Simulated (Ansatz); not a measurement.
# Cs2 (triplet): geometry and frequencies at several levels

The task, for Cs2 (triplet): geometry and frequencies at several levels. Spin multiplicity 3.

Computed with Ansatz 0.2.0 (the levels named in each step, unless a step's input says otherwise).

## 1. Starting point

Bond lengths: Cs1–Cs2 4.866 Å.

Structure file:

```xyz
2

Cs    0.0000    0.0000    0.0000
Cs    0.0000    0.0000    4.8665
```

## 2. A rough first relaxation, PBE-D4/def2-SVP

Contents of input.yaml:

```yaml
crystal:
  periodic: [false, false, false]
  atoms:
    - { symbol: Cs, position_ang: [0.0, 0.0, 0.0] }
    - { symbol: Cs, position_ang: [0.0, 0.0, 4.86648] }
magnetization:
  spin_polarized: true
  initial_magnetization: 2
basis:
  gaussian: { orbitals: def2-SVP }
hamiltonian:
  xc: pbe
  dispersion: d4
relax:
  f_tol: 0.03
  max_steps: 200
```

Launch:

```bash
ansatz run input.yaml --threads 1 --pin off --max-ram 2560MiB --backend cpu --events-out ev --progress --plain --runs-dir out
```

After this run come: Relaxation, HF/def2-SVP; Frequencies, HF/def2-SVP; Relaxation, LDA/def2-SVP; Frequencies, LDA/def2-SVP; Relaxation, PBE-D4/def2-SVP; Frequencies, PBE-D4/def2-SVP.

Q: Predict the outcome of this session. Wanted: Cs1–Cs2 at PBE-D4/def2-SVP; frequencies at PBE-D4/def2-SVP.

**Answer**, as computed:

| quantity | value |
| --- | --- |
| Cs1–Cs2 at PBE-D4/def2-SVP | 6.076 Å |
| frequencies at PBE-D4/def2-SVP | 17 cm⁻¹ |

In words: The Cs–Cs distance spreads over 3.271 Å, from LDA/def2-SVP (shortest) to HF/def2-SVP. No mode is imaginary, so the geometry is a minimum. Heavy atoms carry effective core potentials in def2 sets, and spin-orbit coupling is left out.
